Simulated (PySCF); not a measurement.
# C4H7FGeN2: the cost of one run

Computed with PySCF 2.14.0 and routines of our own; the level stands in each step. Atoms count from 0.

## (1) The system as given

15 atoms, charge 0, multiplicity 1; geometry from: GFN2-xTB.

## (2) Magnetic properties: GIAO PBE/pcSseg-1

What the job is given:

```
{"job": {"kind": "mag", "xc": "PBE", "basis": "pcSseg-1", "isotopologues": 2}, "charge": 0, "multiplicity": 1}
C     -2.540862     0.250876     0.593426
C     -1.149688    -0.010019     0.131720
C      0.045671     0.470589     0.618213
N      1.048840    -0.040145    -0.126470
Ge     2.881616     0.085620    -0.237931
N      0.564886    -0.838726    -1.092154
C     -0.739160    -0.822347    -0.940809
F     -1.539074    -1.526561    -1.738872
H     -3.214458    -0.493757     0.176609
H     -2.872872     1.236232     0.266329
H     -2.596734     0.216573     1.679652
H      0.251126     1.131868     1.437878
H      3.363619    -1.318556    -0.291143
H      3.313901     0.824258     0.988977
H      3.178776     0.842086    -1.487338
```

Method: GIAO PBE/pcSseg-1 magnetisability, rotational g tensor and spin-rotation constants, non-relativistic, gas phase.

Started as:

```bash
> OMP_NUM_THREADS=1 python excited_run.py task.json out
```

This one command runs all jobs of the session in turn.

**Question.** How long does this first job take on 1 thread of Arm Neoverse V2, shared host, and how much memory does it need?

About 47 s, with a peak of 0.73 GiB.
